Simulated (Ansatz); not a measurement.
**CH3BrSn: basis-set convergence**

The task here is to estimate one member of a computed series from the others.

Method: one geometry, several basis sets; program: Ansatz 0.2.0, Gaussian basis.

The runs, in order: PBE0-D4/def2-SVP; ωB97M-V/def2-SVP; PBE0-D4/def2-QZVPP; ωB97M-V/def2-QZVPP; the functionals' def2-TZVPP values are taken from earlier runs.

### The geometry

All runs share one geometry, relaxed beforehand with PBE0-D4 in a triple-zeta def2 set. Sn takes the def2 core potential; no spin-orbit term is included.

SMILES `[CH3][Sn][Br]`, 6 atoms, charge 0, spin multiplicity 1.

Atoms are counted from 1 here; the program's logs count them from 0.

Bond lengths: C1–Sn2 2.178 Å, C1–H4 1.093 Å, C1–H5 1.094 Å, C1–H6 1.092 Å, Sn2–Br3 2.536 Å. Angles: Sn2–C1–H4 109.3°, Sn2–C1–H5 109.2°, Sn2–C1–H6 111.9°, H4–C1–H5 107.5°, H4–C1–H6 109.5°, H5–C1–H6 109.4°, C1–Sn2–Br3 94.1°.

The first run:

in.yaml

```yaml
crystal:
  periodic: [false, false, false]
  atoms:
    - {symbol: C, position_ang: [-0.419509, 0.471768, -0.315946]}
    - {symbol: Sn, position_ang: [0.255224, -0.261718, 1.621147]}
    - {symbol: Br, position_ang: [1.776560, -2.031169, 0.627021]}
    - {symbol: H, position_ang: [-0.870251, -0.350999, -0.877527]}
    - {symbol: H, position_ang: [0.443760, 0.825443, -0.886631]}
    - {symbol: H, position_ang: [-1.143583, 1.282677, -0.214263]}
basis:
  gaussian: {orbitals: def2-SVP}
hamiltonian: {xc: pbe0, dispersion: d4}
output: {orbitals: {seedname: orbitals}}
```

Steps of the session up to this table: PBE0-D4 in def2-SVP; ωB97M-V in def2-SVP; PBE0-D4 in def2-QZVPP; ωB97M-V in def2-QZVPP.

One table of the session follows, with a row left open; its other results are not shown here.

It belongs to the step «Density functionals: the series». 

```
functional       basis  HOMO (eV)  LUMO (eV)
   PBE0-D4    def2-SVP      -6.57      -2.73
   PBE0-D4  def2-TZVPP      -6.66      -2.79
   PBE0-D4  def2-QZVPP      -6.68      -2.80
   ωB97M-V    def2-SVP      -8.59      -0.94
   ωB97M-V  def2-TZVPP          ?          ?
   ωB97M-V  def2-QZVPP      -8.73      -1.08
```

**Question.** Estimate the row for ωB97M-V, def2-TZVPP.

**Answer.** HOMO (eV): -8.71; LUMO (eV): -1.06. In the column «HOMO (eV)» it lies between ωB97M-V, def2-QZVPP (-8.73) and ωB97M-V, def2-SVP (-8.59).
